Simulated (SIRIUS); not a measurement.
The system is GaGe.

```xyz
2
Lattice="0.0000 2.8978 2.8978 2.8978 0.0000 2.8978 2.8978 2.8978 0.0000" Properties=species:S:1:pos:R:3 pbc="T T T"
Ge    0.0000    0.0000    0.0000
Ga    1.4489    1.4489    1.4489
```

The cell comes from a database or a generator and needn't be the stable form of this composition.

Base run:

```yaml
Program: SIRIUS 7.12.0
Functional: HLE16
Potentials_or_basis: PseudoDojo 0.4.1 PBE standard (scalar relativistic)
Cutoff: 1102 eV
Density_cutoff: 4408 eV
k_mesh: 7 × 7 × 7
Occupations: fermi-dirac, width 0.05 eV
Spin: no spin polarisation
```

Its results: band gap on the k mesh none (metal or under the smearing width); pressure -5.7 GPa.

After a change of settings the same cell gave: band gap on the k mesh none (metal or under the smearing width); pressure -4.7 GPa. Which change was it?
A. functional from HLE16 to BLYP; libxc names from ["XC_GGA_XC_HLE16"] to ["XC_GGA_X_B88", "XC_GGA_C_LYP"]
B. functional from HLE16 to revPBE; libxc names from ["XC_GGA_XC_HLE16"] to ["XC_GGA_X_PBE_R", "XC_GGA_C_PBE"]
C. functional from HLE16 to LDA-VWN; libxc names from ["XC_GGA_XC_HLE16"] to ["XC_LDA_X", "XC_LDA_C_VWN"]
D. functional from HLE16 to APBE; libxc names from ["XC_GGA_XC_HLE16"] to ["XC_GGA_X_APBE", "XC_GGA_C_APBE"]

C.

Caveats: the potentials were made for another functional, which shifts forces and pressure; the potentials were made for a functional far from this one (some runs).

Runs at the PBE level aren't shown here.
